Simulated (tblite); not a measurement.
# CH11Cl2F4N3OSi5: the cost of one run

Computed with tblite 0.8.0 (tight binding) and PySCF 2.14.0 (DFT, with response routines of our own); each step states its level. Atoms count from 0 throughout.

## Step 1: The molecule as given

27 atoms, charge 0, multiplicity 1; geometry from: MMFF94s geometry.

Bonds of the start (Å): C0–H16 1.10, C0–H17 1.09, C0–H18 1.08, C0–Si1 1.85, N11–H26 1.01, N11–Si12 1.68, N2–H20 1.02, N2–Si3 1.69, N4–H22 1.02, N4–Si5 1.68, O9–Si10 1.65, Si10–H23 1.49, Si10–H24 1.48, Si10–H25 1.49, Si12–Cl15 2.04, Si12–F13 1.59, Si12–F14 1.60, Si1–H19 1.46, Si1–N11 1.68, Si1–N2 1.67, Si3–H21 1.47, Si3–N4 1.65, Si3–O9 1.65, Si5–Cl8 2.04 and more.

## Step 2: GFN2-xTB relaxation, conformer 1

What the job is given:

```
{"job": {"xc": "GFN2-xTB", "basis": "xTB", "kind": "relax"}, "charge": 0, "multiplicity": 1}
C      1.239100    -1.621300     1.481800
Si     1.465800    -0.462900     0.057500
N      0.441400     0.854100     0.144300
Si    -1.071400     0.565700    -0.550900
N     -1.465600     2.150000    -0.808400
Si    -2.883700     2.296000    -1.705300
F     -2.833200     3.738000    -2.407100
F     -2.966600     1.175200    -2.826800
Cl    -4.521500     2.227000    -0.494700
O     -2.049400    -0.038300     0.632300
Si    -3.025400    -1.348500     0.895300
N      2.883100     0.429900     0.127400
Si     4.230300    -0.545200    -0.088600
F      4.337500    -1.542500     1.145600
F      4.098000    -1.366400    -1.454000
Cl     5.907200     0.619200    -0.140400
H      0.237200    -2.069100     1.473700
H      1.341900    -1.110000     2.442900
H      1.948400    -2.440700     1.471500
H      1.367800    -1.117500    -1.243800
H      0.852700     1.600400    -0.410400
H     -0.998100    -0.243800    -1.770100
H     -1.587000     2.617100     0.089300
H     -2.221700    -2.592000     0.778400
H     -4.093200    -1.361700    -0.122400
H     -3.621500    -1.261100     2.259400
H      2.967700     0.874900     1.035700
```

Command:

```bash
$ OMP_NUM_THREADS=1 python ens_run.py task.json out
```

This one command runs the whole study; its stages follow in the order run.

Q: Estimate the wall time of this first job on 1 thread of Arm Neoverse V1, shared host.

About 10 s.
